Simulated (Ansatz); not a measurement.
# AlGaNH+ (doublet): the correlation ladder, cc-pVDZ

One table from this session's results is given with a row withheld; the runs are named, their logs left out.

Program: Ansatz 0.2.0, Gaussian basis. Level of theory: cc-pVDZ, core rule «outside noble gas», up to 20 orbitals frozen. These are calculated values, not measurements.

The runs, in order: UHF; CCSD(T) on ROHF; CCSD(T) on UHF; BCCD(T) on ROHF; CISD as a restricted active space (open shells left free, so some higher excitations enter); CCSDT(Q) on ROHF; CCSDT(Q) on UHF; CASSCF and MRCISD+Q, 9 electrons in 9 orbitals; CASSCF and NEVPT2, 9 electrons in 9 orbitals.

18 further runs of the same task are left out: 7 that didn't finish, 11 set aside as unsound or not needed. Runs told in other sessions of the task aren't counted.

**The system**

The geometry is a PBE0/def2-TZVP stationary point (not a proven minimum) of the parent state, kept for this charge and spin. No spin-orbit coupling is included. The filled d shell of Ga may be among the frozen orbitals whatever the setting's name suggests.

4 atoms, charge 1, spin multiplicity 2.

Atoms are counted from 1 here; the program's logs count them from 0.

Bond lengths: Ga1–N3 1.830 Å, Al2–N3 1.661 Å, Al2–H4 1.572 Å. Angles: N3–Al2–H4 180.0°, Ga1–N3–Al2 180.0°.

Set-up of the first run:

File in.yaml:

```yaml
crystal:
  periodic: [false, false, false]
  atoms:
    - {symbol: Ga, position_ang: [0.000000, 0.000000, 2.596200]}
    - {symbol: Al, position_ang: [0.000000, 0.000000, -0.894800]}
    - {symbol: N, position_ang: [0.000000, 0.000000, 0.765900]}
    - {symbol: H, position_ang: [0.000000, 0.000000, -2.467300]}
basis:
  gaussian: {orbitals: cc-pVDZ}
total_charge: 1
magnetization: {spin_polarized: true, initial_magnetization: 1}
hamiltonian: {xc: hf}
output: {orbitals: {seedname: orbitals}}
```

On the command line:

```
> ansatz run in.yaml --threads 1 --pin off --events-out ev --progress --plain --max-ram 2393MiB
```

Among the steps run: UHF; CCSD(T) on ROHF; CCSD(T) on UHF; BCCD(T) on ROHF; CISD as a restricted active space (open shells left free, so some higher excitations enter); CCSDT(Q) on ROHF; CCSDT(Q) on UHF; CASSCF and MRCISD+Q, 9 electrons in 9 orbitals; CASSCF and NEVPT2, 9 electrons in 9 orbitals.

One of the session's tables, all rows but one given; the rest of the session is left out.

| method | from RCCSDT(Q) (kJ/mol) |
| --- | --- |
| ROHF | +736.2 |
| UHF | +727.9 |
| RMP2 | ? |
| UMP2 | +65.6 |
| RCCSD | +38.4 |
| UCCSD | +36.8 |
| RCCSD(T) | +5.4 |
| UCCSD(T) | +4.8 |
| BCCD(T) | +5.2 |
| RCCSDT | +3.5 |
| UCCSDT | +2.6 |
| RCCSDT(Q) | 0 |
| UCCSDT(Q) | -1.8 |
| CASSCF frontier | +378.3 |
| NEVPT2 frontier | +105.6 |
| MRCISD frontier | +32.9 |
| MRCISD+Q frontier | +8.7 |

Estimate the missing values for RMP2.

**Answer.** from RCCSDT(Q) (kJ/mol): +64.5. In the column «from RCCSDT(Q) (kJ/mol)» it lies between RCCSD (+38.4) and UMP2 (+65.6).

Not comparable, so not listed: CISD as a restricted active space (open shells left free, so some higher excitations enter) (they don't share determinant, frozen orbitals or solution with the rows shown, or repeat one).

Caveats from the session: Restricted and unrestricted rows rest on different reference determinants; a gap between their highest levels can come from leftover correlation error, from unlike frozen cores or from another state.
